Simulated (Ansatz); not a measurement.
# C2H7FSi2: basis-set convergence

One table from this session's results is given with a row withheld; the runs are named, their logs left out.

Method: one geometry, several basis sets; program: Ansatz 0.2.0, Gaussian basis.

Plan: PBE0-D4/def2-SVP; ωB97M-V/def2-SVP; PBE0-D4/def2-QZVPP; ωB97M-V/def2-QZVPP; the functionals' def2-TZVPP values are taken from earlier runs.

### The relaxed structure

The geometry comes from an earlier relaxation with PBE0-D4 in a triple-zeta def2 set; it is a stationary point, not always the lowest conformer.

12 atoms, charge 0, spin multiplicity 1.

Atoms are counted from 1 here; the program's logs count them from 0.

Bond lengths: F1–Si2 1.609 Å, Si2–C3 1.889 Å, Si2–Si5 2.332 Å, Si2–H6 1.488 Å, C3–C4 1.555 Å, C3–H7 1.093 Å, C3–H8 1.097 Å, C4–Si5 1.910 Å, C4–H9 1.094 Å, C4–H10 1.092 Å, Si5–H11 1.491 Å, Si5–H12 1.488 Å. Angles: F1–Si2–C3 111.6°, F1–Si2–Si5 113.8°, F1–Si2–H6 106.0°, C3–Si2–Si5 77.1°, C3–Si2–H6 118.2°, Si5–Si2–H6 127.6°, Si2–C3–C4 98.9°, Si2–C3–H7 118.4°, Si2–C3–H8 107.3°, C4–C3–H7 114.5°, C4–C3–H8 110.1°, H7–C3–H8 107.1°, C3–C4–Si5 99.4°, C3–C4–H9 110.0°, C3–C4–H10 114.2°, Si5–C4–H9 108.3°, Si5–C4–H10 117.2°, H9–C4–H10 107.4° and more.

Set-up of the first run:

The input, in.yaml:

```yaml
crystal:
  periodic: [false, false, false]
  atoms:
    - {symbol: F, position_ang: [-2.377653, 0.470400, 0.846328]}
    - {symbol: Si, position_ang: [-1.392280, 0.188122, -0.393673]}
    - {symbol: C, position_ang: [-0.157436, -1.185954, -0.001247]}
    - {symbol: C, position_ang: [0.972280, -0.322815, 0.629224]}
    - {symbol: Si, position_ang: [0.635909, 1.331500, -0.264856]}
    - {symbol: H, position_ang: [-2.269043, 0.025781, -1.584568]}
    - {symbol: H, position_ang: [-0.490336, -2.021111, 0.619801]}
    - {symbol: H, position_ang: [0.177721, -1.607020, -0.956800]}
    - {symbol: H, position_ang: [0.782691, -0.180857, 1.697459]}
    - {symbol: H, position_ang: [1.971388, -0.751549, 0.528145]}
    - {symbol: H, position_ang: [1.345667, 1.406469, -1.573396]}
    - {symbol: H, position_ang: [0.878090, 2.591934, 0.487585]}
basis:
  gaussian: {orbitals: def2-SVP}
hamiltonian: {xc: pbe0, dispersion: d4}
output: {orbitals: {seedname: orbitals}}
```

Started as:

```bash
> ansatz run in.yaml --threads 4 --pin off --events-out ev --progress --plain --max-ram 10444MiB
```

Among the steps run: PBE0-D4 in def2-SVP; ωB97M-V in def2-SVP; PBE0-D4 in def2-QZVPP; ωB97M-V in def2-QZVPP.

One of the session's tables, all rows but one given; the rest of the session is left out.

It belongs to the step «Density functionals: the series». 

| functional | basis | HOMO (eV) | LUMO (eV) |
| --- | --- | --- | --- |
| PBE0-D4 | def2-SVP | -7.50 | -0.11 |
| PBE0-D4 | def2-TZVPP | -7.49 | -0.38 |
| PBE0-D4 | def2-QZVPP | -7.50 | -0.45 |
| ωB97M-V | def2-SVP | -9.51 | 1.82 |
| ωB97M-V | def2-TZVPP | -9.53 | 1.43 |
| ωB97M-V | def2-QZVPP | ? | ? |

Q: Estimate the row for ωB97M-V, def2-QZVPP from the others.

As computed: HOMO (eV): -9.54; LUMO (eV): 1.21. In the column «HOMO (eV)» it is the lowest.
